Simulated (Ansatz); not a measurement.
**H2HfI2O2: basis-set convergence**

One table from this session's results is given with a row withheld; the runs are named, their logs left out.

The runs use Ansatz 0.2.0, Gaussian basis; one geometry, several basis sets.

Levels to be run: PBE0-D4/def2-SVP; ωB97M-V/def2-SVP; PBE0-D4/def2-QZVPP; ωB97M-V/def2-QZVPP; the functionals' def2-TZVPP values are taken from earlier runs.

**The geometry**

All runs share one geometry, relaxed beforehand with PBE0-D4 in a triple-zeta def2 set. Hf, I take the def2 core potential; no spin-orbit term is included.

SMILES `[OH][Hf]([OH])([I])[I]`, 7 atoms, charge 0, spin multiplicity 1.

Atoms are counted from 1 here; the program's logs count them from 0.

Bond lengths: O1–Hf2 1.890 Å, O1–H6 0.952 Å, Hf2–O3 1.890 Å, Hf2–I4 2.729 Å, Hf2–I5 2.729 Å, O3–H7 0.952 Å. Angles: Hf2–O1–H6 170.6°, O1–Hf2–O3 110.8°, O1–Hf2–I4 108.8°, O1–Hf2–I5 108.8°, O3–Hf2–I4 108.8°, O3–Hf2–I5 108.8°, I4–Hf2–I5 110.9°, Hf2–O3–H7 170.5°.

Geometry (Å):

```xyz
7

O     0.6356    0.7025    1.4250
Hf   -0.1983   -0.2958    0.0539
O     0.1494    0.4680   -1.6395
I     0.7933   -2.8378    0.0912
I    -2.8935   -0.2940    0.4813
H     1.1063    1.2971    2.0008
H     0.4073    0.9601   -2.4128
```

The first run:

The input, in.yaml:

```yaml
crystal:
  periodic: [false, false, false]
  atoms:
    - {symbol: O, position_ang: [0.635556, 0.702471, 1.425016]}
    - {symbol: Hf, position_ang: [-0.198334, -0.295772, 0.053939]}
    - {symbol: O, position_ang: [0.149357, 0.467976, -1.639478]}
    - {symbol: I, position_ang: [0.793295, -2.837809, 0.091208]}
    - {symbol: I, position_ang: [-2.893509, -0.294010, 0.481340]}
    - {symbol: H, position_ang: [1.106317, 1.297093, 2.000771]}
    - {symbol: H, position_ang: [0.407307, 0.960051, -2.412797]}
basis:
  gaussian: {orbitals: def2-SVP}
hamiltonian: {xc: pbe0, dispersion: d4}
output: {orbitals: {seedname: orbitals}}
```

The run is started by

```
ansatz run in.yaml --threads 4 --pin off --events-out ev --progress --plain --max-ram 11315MiB
```

Steps of the session up to this table: PBE0-D4 in def2-SVP; ωB97M-V in def2-SVP; PBE0-D4 in def2-QZVPP; ωB97M-V in def2-QZVPP.

One of the session's tables, all rows but one given; the rest of the session is left out.

It belongs to the step «Functionals by basis». 

| functional | basis | HOMO (eV) | LUMO (eV) |
| --- | --- | --- | --- |
| PBE0-D4 | def2-SVP | -7.43 | -1.40 |
| PBE0-D4 | def2-TZVPP | -7.46 | -1.44 |
| PBE0-D4 | def2-QZVPP | -7.48 | -1.47 |
| ωB97M-V | def2-SVP | -9.45 | 0.48 |
| ωB97M-V | def2-TZVPP | -9.51 | 0.45 |
| ωB97M-V | def2-QZVPP | ? | ? |

Estimate the missing values for ωB97M-V, def2-QZVPP.

**Answer.** HOMO (eV): -9.52; LUMO (eV): 0.32. In the column «HOMO (eV)» it is the lowest.
